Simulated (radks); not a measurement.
# Nuclear size and the levels of Cu⁺

Aim: how the total energy, the levels and the density at the nucleus of Cu⁺ respond when the nuclear radius is scaled.

The numbers are computed with radks (a radial shooting solver on a logarithmic mesh, Libxc functionals) version 1 (Dirac Kohn-Sham, LDA (Slater exchange, Perdew-Wang correlation), spin-unpolarised, spherical densities, finite nucleus), except any that are marked as measured or tabulated.

**1. What is computed**

| Property | Result |
| --- | --- |
| element | copper (Z = 29) |
| charge | +1 |
| electrons | 28 |
| configuration | [Ar] 3d10 |
| nuclear rms radius | 3.8823 fm |

The outer shells:

Cu⁺
```
[Ar] core
3d [↑↓][↑↓][↑↓][↑↓][↑↓]
```

**2. rms radius 3.8823 fm**

Settings of this run:

```text
Z 29
configuration [Ar] 3d10 4s0 4p0
relativity Dirac
functional lda,pw
spin unpolarised
j_filling energy
nucleus finite rms 3.8823 fm
c 137.035999084
```

**3. rms radius 3.1447 fm**

Changes since step 2:

```diff
@@ -6,3 +6,3 @@
 j_filling energy
-nucleus finite rms 3.8823 fm
+nucleus finite rms 3.1447 fm
 c 137.035999084
```

**4. rms radius 3.6959 fm**

Changes since step 3:

```diff
@@ -6,3 +6,3 @@
 j_filling energy
-nucleus finite rms 3.1447 fm
+nucleus finite rms 3.6959 fm
 c 137.035999084
```

**5. rms radius 4.0648 fm**

Changes since step 4:

```diff
@@ -6,3 +6,3 @@
 j_filling energy
-nucleus finite rms 3.6959 fm
+nucleus finite rms 4.0648 fm
 c 137.035999084
```

**6. rms radius 4.6665 fm**

Changes since step 5:

```diff
@@ -6,3 +6,3 @@
 j_filling energy
-nucleus finite rms 4.0648 fm
+nucleus finite rms 4.6665 fm
 c 137.035999084
```

What does the calculation give? Wanted: for each run, rms radius; total energy shift; density at nucleus; 1s1/2 shift; 2s1/2 shift; 2p1/2 shift; 3s1/2 shift.

The runs gave:

| rms radius (fm) | total energy shift (eV) | density at nucleus (e/bohr³) | 1s1/2 shift (meV) | 2s1/2 shift (meV) | 2p1/2 shift (meV) | 3s1/2 shift (meV) |
| --- | --- | --- | --- | --- | --- | --- |
| 3.1447 | -0.0671 | 2.232e+04 | -28.6 | -2.71 | 0.220 | -0.409 |
| 3.6959 | -0.0182 | 2.213e+04 | -7.76 | -0.736 | 0.0598 | -0.111 |
| 3.8823 | 0 | 2.207e+04 | 0 | 0 | 0 | 0 |
| 4.0648 | 0.0187 | 2.202e+04 | 7.95 | 0.753 | -0.0612 | 0.114 |
| 4.6665 | 0.0859 | 2.186e+04 | 36.6 | 3.47 | -0.282 | 0.524 |

Shifts are against the first run. Over the range the 1s1/2 level moves by 0.0652 eV and the 3s1/2 level by 0.934 meV. A larger nucleus binds the 1s electrons less and lowers the density at its centre. These are shifts of eigenvalues, not the field shifts of spectral lines.
